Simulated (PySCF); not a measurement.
# H5NO2Si: the cost of one run

The runs use PySCF 2.14.0, with density-fitted response routines of our own; the level of theory stands in each step. All values are computed, except where a source is named. Atoms are numbered from 0 throughout.

### 1 The molecule as given

9 atoms, charge 0, multiplicity 1; geometry from: PBE0-D3(BJ)/def2-SVP.

Bonds of the start (Å): N0–Si1 1.73, Si1–O2 1.66, Si1–O3 1.66, N0–H4 1.01, N0–H5 1.01, Si1–H6 1.48, O2–H7 0.96, O3–H8 0.96.

### 2 NMR shieldings: PBE0/pcSseg-2

What the job is given:

```
{"job": {"kind": "nmr", "xc": "PBE0", "basis": "pcSseg-2", "pop": false}, "charge": 0, "multiplicity": 1}
N      1.214440     0.034688    -0.363156
Si    -0.276546    -0.096593     0.498048
O     -1.020663     1.381808     0.376567
O     -1.099334    -1.376951    -0.162859
H      1.815516     0.833921    -0.192109
H      1.771959    -0.796971    -0.527671
H     -0.252748    -0.384460     1.949052
H     -0.982795     1.791173    -0.493232
H     -1.119455    -1.406567    -1.124209
```

Method: GIAO PBE0/pcSseg-2 NMR shielding, non-relativistic, gas phase.

Started as:

```console
> OMP_NUM_THREADS=1 python probes_run.py task.json out
```

The driver reads the jobs from task.json and runs them one after another.

**Question.** How long does this first job take on 1 thread of Arm Neoverse V1, shared host, and how much memory does it need?

About 15 s, with a peak of 0.94 GiB.
